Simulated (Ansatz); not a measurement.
# NbRu: a strain scan

This session takes NbRu and sets out to strain the cell along the Voigt pattern (0, 1, 0, 0, 0, 0).

Method: DFT r2SCAN, scalar-relativistic, plane waves, PAW, in Ansatz 0.2.0.

**1. Starting point**

It takes space group Pm-3m (No. 221, cubic). The conventional cell has a = 3.184 Å, b = 3.184 Å, c = 3.184 Å, α = 90.00°, β = 90.00°, γ = 90.00°. Nb (site symmetry m-3m) is surrounded by 8 Ru at 2.76 Å. Ru (site symmetry m-3m) is surrounded by 8 Nb at 2.76 Å.

Coordinates:

```
CELL_PARAMETERS angstrom
3.18400 0.00000 0.00000
0.00000 3.18400 0.00000
0.00000 0.00000 3.18400
ATOMIC_POSITIONS crystal
Nb 0.00000 0.00000 0.00000
Ru 0.50000 0.50000 0.50000
```

No relaxation comes first: the listed cell is the starting point.

**2. The reference cell**

Reference values: F = -10454.7436 eV; pressure -5.49 GPa; largest force 0.000 eV/Å; gap on the mesh none (metal). It was computed beforehand with the settings of the runs below.

**3. Setting up a strain scan**

The cell is strained by ε times the Voigt pattern (0, 1, 0, 0, 0, 0) (xx, yy, zz, yz, xz, xy; engineering shear), with fractional coordinates fixed (clamped ions). The stress on the pattern is the sum of the stress components weighted by it, tension positive.

**4. ε = -0.1500**

input.yaml reads:

```yaml
crystal:
  lattice:
    - [3.184, 0.0, 0.0]
    - [0.0, 2.7064, 0.0]
    - [0.0, 0.0, 3.184]
  atoms:
    - { symbol: Nb, position: [0.0, 0.0, 0.0] }
    - { symbol: Ru, position: [0.5, 0.5, 0.5] }
basis:
  ecutwfc: 500
kpoints:
  mp_grid: { grid: [16, 16, 16] }
hamiltonian:
  xc: r2scan
scf:
  occupations: { method: gaussian, width: 0.15 }
output:
  forces: true
  stress: true
  eigenvalues: true
  write_density: true
  write_potential: true
  elf: true
  volumetric_format: npy
```

On the command line:

```bash
$ ansatz run input.yaml --threads 1 --pin off --max-ram 2560MiB --backend cpu --events-out ev --progress --plain --runs-dir out
```

**5. ε = 0.1125**

Edit input.yaml of step 4 so:

```diff
@@ -3,3 +3,3 @@
     - [3.184, 0.0, 0.0]
-    - [0.0, 2.7064, 0.0]
+    - [0.0, 3.5422, 0.0]
     - [0.0, 0.0, 3.184]
@@ -20,5 +20 @@
   eigenvalues: true
-  write_density: true
-  write_potential: true
-  elf: true
-  volumetric_format: npy
```

**6. ε = -0.0750**

Edit input.yaml of step 5 so:

```diff
@@ -3,3 +3,3 @@
     - [3.184, 0.0, 0.0]
-    - [0.0, 3.5422, 0.0]
+    - [0.0, 2.9452, 0.0]
     - [0.0, 0.0, 3.184]
```

**7. At ε = 0.0375**

Edit input.yaml of step 6 so:

```diff
@@ -3,3 +3,3 @@
     - [3.184, 0.0, 0.0]
-    - [0.0, 2.9452, 0.0]
+    - [0.0, 3.3034, 0.0]
     - [0.0, 0.0, 3.184]
```

**8. Point ε = 0.1500**

Edit input.yaml of step 7 so:

```diff
@@ -3,3 +3,3 @@
     - [3.184, 0.0, 0.0]
-    - [0.0, 3.3034, 0.0]
+    - [0.0, 3.6616, 0.0]
     - [0.0, 0.0, 3.184]
```

**9. At ε = -0.1125**

Edit input.yaml of step 8 so:

```diff
@@ -3,3 +3,3 @@
     - [3.184, 0.0, 0.0]
-    - [0.0, 3.6616, 0.0]
+    - [0.0, 2.8258, 0.0]
     - [0.0, 0.0, 3.184]
```

**10. ε = 0.0750**

Edit input.yaml of step 9 so:

```diff
@@ -3,3 +3,3 @@
     - [3.184, 0.0, 0.0]
-    - [0.0, 2.8258, 0.0]
+    - [0.0, 3.4228, 0.0]
     - [0.0, 0.0, 3.184]
```

**11. At ε = -0.0375**

Edit input.yaml of step 10 so:

```diff
@@ -3,3 +3,3 @@
     - [3.184, 0.0, 0.0]
-    - [0.0, 3.4228, 0.0]
+    - [0.0, 3.0646, 0.0]
     - [0.0, 0.0, 3.184]
```

**12. At ε = 0.1312**

Edit input.yaml of step 11 so:

```diff
@@ -3,3 +3,3 @@
     - [3.184, 0.0, 0.0]
-    - [0.0, 3.0646, 0.0]
+    - [0.0, 3.6017408, 0.0]
     - [0.0, 0.0, 3.184]
```

(Steps that only read results are left out.)

What does the calculation give? Wanted: slope of the stress at ε = 0, over ±0.0375.

As calculated:

```
                                  quantity    value
slope of the stress at ε = 0, over ±0.0375  161 GPa
```

What this shows: The slope of the stress at zero strain, 161 GPa, estimates C22 with clamped ions in this Cartesian frame; letting the atoms relax could not make it stiffer. The step is wide, so higher orders mix in. The reference stands under -5.5 GPa, so this is no zero-stress constant. The energy drops below the reference, by 8.3 meV/atom at ε = -0.0375; the cell was taken as given and not relaxed at this level. Compression costs more than tension: 320.6 against 257.7 meV/atom at the ends.
